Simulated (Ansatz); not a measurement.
# Cl4H6NSiTa: the cost of one run

Method: RHF/def2-SVP, in Ansatz 0.2.0.

1 further run of the same task is left out (it didn't finish).

**1. The structure to begin with**

Bond lengths: Ta1–N2 2.510 Å, N2–H3 1.060 Å, N2–H4 1.060 Å, Ta1–Cl5 2.470 Å, Ta1–Cl6 2.470 Å, Ta1–Cl7 2.470 Å, Ta1–Cl8 2.470 Å, Ta1–Si9 2.860 Å, Si9–H10 1.460 Å, Si9–H11 1.460 Å, Si9–H12 1.460 Å. Angles (14 of 24 angles, heavy atoms first): N2–Ta1–Cl5 90.0°, N2–Ta1–Cl6 90.0°, N2–Ta1–Cl7 120.0°, N2–Ta1–Cl8 120.0°, N2–Ta1–Si9 71.6°, Cl5–Ta1–Cl6 180.0°, Cl5–Ta1–Cl7 90.0°, Cl5–Ta1–Cl8 90.0°, Cl5–Ta1–Si9 59.6°, Cl6–Ta1–Cl7 90.0°, Cl6–Ta1–Cl8 90.0°, Cl6–Ta1–Si9 120.4°, Cl7–Ta1–Cl8 120.0°, Cl7–Ta1–Si9 148.6°.

Structure file:

```xyz
13

Ta    0.0000    0.0000    0.0000
N     2.5100    0.0000    0.0000
H     3.0400   -0.5118    0.7620
H     3.0400    0.5118   -0.7620
Cl    0.0000    0.0000    2.4700
Cl    0.0000    0.0000   -2.4700
Cl   -1.2350    2.1390    0.0000
Cl   -1.2350   -2.1390    0.0000
Si    0.9018   -2.2972    1.4454
H     0.0835   -3.4515    1.0858
H     2.2969   -2.5672    1.1102
H     0.7861   -2.0472    2.8792
H     2.2155   -1.1676    0.7347
```

**2. Pulling towards end A**

Springs on the bonds that form and break draw the guess towards this end; the thresholds are loose.

Input file input.yaml:

```yaml
crystal:
  periodic: [false, false, false]
  atoms:
    - { symbol: Ta, position_ang: [0.0, 0.0, 0.0] }
    - { symbol: "N", position_ang: [2.51, 0.0, 0.0] }
    - { symbol: H, position_ang: [3.04, -0.5118, 0.762] }
    - { symbol: H, position_ang: [3.04, 0.5118, -0.762] }
    - { symbol: Cl, position_ang: [0.0, 0.0, 2.47] }
    - { symbol: Cl, position_ang: [0.0, 0.0, -2.47] }
    - { symbol: Cl, position_ang: [-1.235, 2.139, 0.0] }
    - { symbol: Cl, position_ang: [-1.235, -2.139, 0.0] }
    - { symbol: Si, position_ang: [0.9018, -2.2972, 1.4454] }
    - { symbol: H, position_ang: [0.0835, -3.4515, 1.0858] }
    - { symbol: H, position_ang: [2.2969, -2.5672, 1.1102] }
    - { symbol: H, position_ang: [0.7861, -2.0472, 2.8792] }
    - { symbol: H, position_ang: [2.2155, -1.1676, 0.7347] }
basis:
  gaussian: { orbitals: def2-SVP }
hamiltonian:
  xc: hf
relax:
  f_tol: 0.15
  max_steps: 25
  restrain:
    - { distance: [0, 8], at: 3.76, k: 30.0 }
    - { distance: [12, 1], at: 2.26, k: 30.0 }
    - { distance: [0, 1], at: 2.16, k: 30.0 }
    - { distance: [12, 8], at: 1.46, k: 30.0 }
```

The run is started by

```
ansatz run input.yaml --threads 4 --pin off --max-ram 5120MiB --backend cpu --events-out ev --progress --plain --runs-dir out
```

**Question.** How long does this run take on 4 threads of Arm Neoverse V1, shared host, and how much memory does it need?

About 65 s, with a peak of 0.58 GiB.
